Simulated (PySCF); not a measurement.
**C₄H₇BrN₂Si: electronic excitations**

What electronic excitations should C₄H₇BrN₂Si (`C[SiH2]n1cncc1Br`) show?

Programs: PySCF 2.14.0, with density-fitted response routines of our own. Each step states its level of theory. These are calculated values for one molecule in the gas phase, unless marked as measured. Atoms count from 0, in the outputs and in this text.

## Step 1: Starting geometry

15 atoms, charge 0, multiplicity 1; geometry from: GFN2-xTB.

Bonds of the start (Å): C0–Si1 1.89, Si1–N2 1.77, N2–C3 1.36, C3–N4 1.30, N4–C5 1.36, C5–C6 1.36, C6–Br7 1.87, C6–N2 1.37, C0–H8 1.09, C0–H9 1.09, C0–H10 1.09, Si1–H11 1.46, Si1–H12 1.46, C3–H13 1.07, C5–H14 1.07.

## Step 2: TDDFT and polarisability: PBE0/def2-SVPD

Job settings and geometry (Å):

```
{"job": {"kind": "uv", "xc": "PBE0", "basis": "def2-SVPD", "nstates": 8, "ntriplets": 3}, "charge": 0, "multiplicity": 1}
C     -2.282484    -0.290006    -0.448368
Si    -1.087378     0.238684     0.920890
N      0.552676     0.259704     0.257233
C      1.354677     1.329231     0.002200
N      2.509994     1.001698    -0.494124
C      2.507761    -0.354650    -0.585667
C      1.310192    -0.814958    -0.126655
Br     0.658905    -2.561407     0.022118
H     -2.117092    -1.319287    -0.756748
H     -3.309546    -0.212436    -0.105484
H     -2.178834     0.340153    -1.329163
H     -1.255833     1.632750     1.326872
H     -1.055554    -0.674347     2.061623
H      1.041851     2.333960     0.198661
H      3.346252    -0.901101    -0.965301
```

Method: TDDFT PBE0/def2-SVPD, vertical, gas phase, core orbitals frozen in the response.

Command:

```
OMP_NUM_THREADS=1 python probes_run.py task.json out
```

One launch serves the whole session: the jobs run in the order shown.

The program printed:

```text
coarse grid: 62008 points
cycle   1  E = -3128.4461471641  dE =  2.294e-01  |g| = 4.740e-01  |ddm| = 6.467e+00
cycle   2  E = -3128.3604199854  dE =  8.573e-02  |g| = 7.590e-01  |ddm| = 2.786e+00
cycle   3  E = -3128.4985656573  dE = -1.381e-01  |g| = 1.478e-01  |ddm| = 1.823e+00
cycle   4  E = -3128.5030985811  dE = -4.533e-03  |g| = 4.646e-02  |ddm| = 2.563e-01
cycle   5  E = -3128.5035833435  dE = -4.848e-04  |g| = 1.092e-02  |ddm| = 7.864e-02
cycle   6  E = -3128.5036065537  dE = -2.321e-05  |g| = 4.335e-03  |ddm| = 2.483e-02
cycle   7  E = -3128.5036109961  dE = -4.442e-06  |g| = 6.400e-04  |ddm| = 7.330e-03
final grid: 129424 points
cycle   8  E = -3128.5036004008  dE = -1.886e-08  |g| = 8.824e-04  |ddm| = 9.762e-03
cycle   9  E = -3128.5036001305  dE =  2.703e-07  |g| = 1.408e-03  |ddm| = 4.034e-03
cycle  10  E = -3128.5036005833  dE = -4.528e-07  |g| = 1.536e-04  |ddm| = 2.566e-03
cycle  11  E = -3128.5036005890  dE = -5.658e-09  |g| = 3.372e-05  |ddm| = 2.734e-04
cycle  12  E = -3128.5036005893  dE = -2.883e-10  |g| = 9.195e-06  |ddm| = 6.835e-05
converged SCF energy = -3128.5036005893

Static polarisability (au): isotropic 103.320, principal 78.182 111.998 119.781

Singlet excitations
state   eV       nm        f      main configurations
  1   5.0719    244.5   0.00018   H->L 0.91
  2   5.9214    209.4   0.08624   H->L+1 0.84
  3   6.0053    206.5   0.01187   H->L+2 0.88
  4   6.2832    197.3   0.07087   H->L+3 0.84
  5   6.3357    195.7   0.00201   H-1->L+1 0.74, H-1->L+3 0.14
  6   6.5285    189.9   0.00425   H->L+4 0.66, H-1->L 0.16
  7   6.6263    187.1   0.05866   H-1->L 0.57, H->L+4 0.17
  8   6.7746    183.0   0.00864   H->L+5 0.73

Triplet excitations (Tamm-Dancoff, eV): 4.2704 4.6140 5.4075
```

It took 84 s on 1 thread of Arm Neoverse V1, shared host; peak memory 0.99 GiB.

The orbitals next to the gap, with their largest atomic shares:

```tsv
orbital	eV	atoms
HOMO−3	-8.94	Br7 71 %, C6 8 %, N4 8 %
HOMO−2	-8.33	N2 30 %, N4 25 %, C5 13 %
HOMO−1	-7.88	N4 60 %, Br7 11 %, C5 9 %
HOMO	-6.66	C6 24 %, Br7 21 %, C5 19 %
LUMO	-0.22	Br7 56 %, C6 19 %, Si1 7 %
LUMO+1	0.04	C6 16 %, C3 14 %, Br7 13 %
LUMO+2	0.36	Si1 33 %, Br7 13 %, H11 12 %
```

With each of the 8 states as a Gaussian band of 0.4 eV half-width at 1/e, the curve within the window shown has maxima at 201 nm (ε 6,300) L/(mol cm). Beyond the last state computed it falls off for lack of states. The curve at chosen wavelengths:

(nm, ε (L/mol/cm)): (175, 964), (179, 2031), (183, 3323), (187, 4502), (191, 5375), (195, 5937), (199, 6224), (203, 6195), (207, 5769), (211, 4943), (215, 3852), (219, 2720), (223, 1742), (228, 878), (232, 463), (236, 228), (240, 107), (244, 50), (248, 24), (252, 13), (256, 8), (260, 5), (264, 3), (268, 2), (272, 1), (276, 1)

Leading natural transition orbitals of singlet state 2: the hole lies on Br7 25 %; C5, C6 about 22 % each; C3 18 %; the particle on H12 12 %; C3, C6 about 10 % each; H9, H11 about 9 % each.

Leading natural transition orbitals of singlet state 1: the hole lies on C5, C6 about 23 % each; Br7 24 %; C3 17 %; the particle on Br7 54 %; C6 29 %.

Ground-state properties from the same run:

```tsv
property	computed
dipole moment (D)	3.53
polarisability (Å³)	15.31
HOMO–LUMO gap (eV)	6.43
−ε(HOMO) (eV)	6.66
```

The fields below are evaluated on a grid from the run's orbitals.

Frontier orbitals at PBE0/def2-SVPD, with the share of their density that lies nearest to each atom:

```tsv
orbital	energy (eV)	lies on
HOMO	-6.66	C5, C6 about 23 % each; Br7 21 %; C3 19 %
LUMO	-0.22	Br7 48 %; C6 22 %
```

ELF in a plane through or near 8 of the atoms.

Ten even steps from ' ' (0.00) to '@' (1.00):
```
                                                        
                                                        
                                                        
                    --**==                              
                  ::@@@@@@++    ::::                    
          ....    --@@@@@@##  ..++**::                  
        ::**##**::::%%@@@@==  ..==--..                  
        ++%%@@@@####::..++::    ......                  
        ==%%@@++==%%++++##++--..::==--::::++++::        
          ..++####++..--##%%++::++%%##++%%@@@@@@..      
          ::====--++====****::..++##::..@@@@@@@@::      
      ::%%@@@@%%::##%%##**::    --##%%##**%%%%++        
      ==@@@@@@@@****####++..    --@@@@@@**....          
      ..%%@@@@##..  ..----====    %%@@@@##..            
          --::      ::++##%%##==    ++**::              
                  ..==##%%%%##++                        
                  ::++**####++--                        
                    ::--==--::                          
                                                        
                                                        
```
The map spans 12.0 Å across and 10.2 Å up, centred on the molecule. Atoms in the plane (x, y in Å): C0 (2.2, -0.3), C3 (-1.4, 1.3), N4 (-2.6, 0.8), C5 (-2.5, -0.5), H8 (2.1, -1.4), H9 (3.3, -0.2), H13 (-1.1, 2.3), H14 (-3.4, -1.2).

log10 of the density (e/Å³) in the same plane.

Ten even steps from ' ' (-4.0) to '@' (2.0):
```
                                                        
                                                        
                    ......                              
                ..::------::..........                  
          ..::::::--==++====::::::::::....              
        ..::------==++**++==----------::..              
      ..::====++++++******++--======----::....          
    ..::--==**##########**++============----::::..      
    ..::--++**##@@####******++++++++++++====----..      
    ..::--==**####**********++++++**********++==::..    
    ..::--==****##**********++++++**######**++==::..    
    ..--==++**####********++====++**##****++==--::..    
    ..--==++************++++====++******++==--::..      
    ..::--==++++====++++++++======++++++==--::..        
      ..::--------====++++++++==----------::..          
        ....::::::--==++++++++==--::::::::..            
              ..::--==========--::::..                  
                ..::----------::....                    
                  ..::::::::::..                        
                        ..                              
```
The map spans 12.0 Å across and 10.2 Å up, centred on the molecule. Atoms in the plane (x, y in Å): C0 (2.2, -0.3), C3 (-1.4, 1.3), N4 (-2.6, 0.8), C5 (-2.5, -0.5), H8 (2.1, -1.4), H9 (3.3, -0.2), H13 (-1.1, 2.3), H14 (-3.4, -1.2).

On the surface of density 0.002 e/bohr³ the electrostatic potential runs, from the 1st to the 99th percentile, from -1.86 V near N4 to 1.31 V near H11.

## Step 3: Summary of results

```
                                quantity                        value
         lowest singlet (PBE0/def2-SVPD)  5.07 eV (244 nm), f = 0.000
brightest single state of those computed  state 2, 5.92 eV, f = 0.086
                          lowest triplet                      4.27 eV
   surface potential, 1st and 99th percentile           -1.86 V and 1.31 V
```

**Reading.** The first singlet state (HOMO→LUMO 0.91) lies at 5.07 eV and is dark; of the 8 states computed, the strongest absorption comes from state 2 at 5.92 eV. The lowest triplet lies 0.80 eV below the lowest singlet (triplets in Tamm-Dancoff, singlets in full TDDFT).
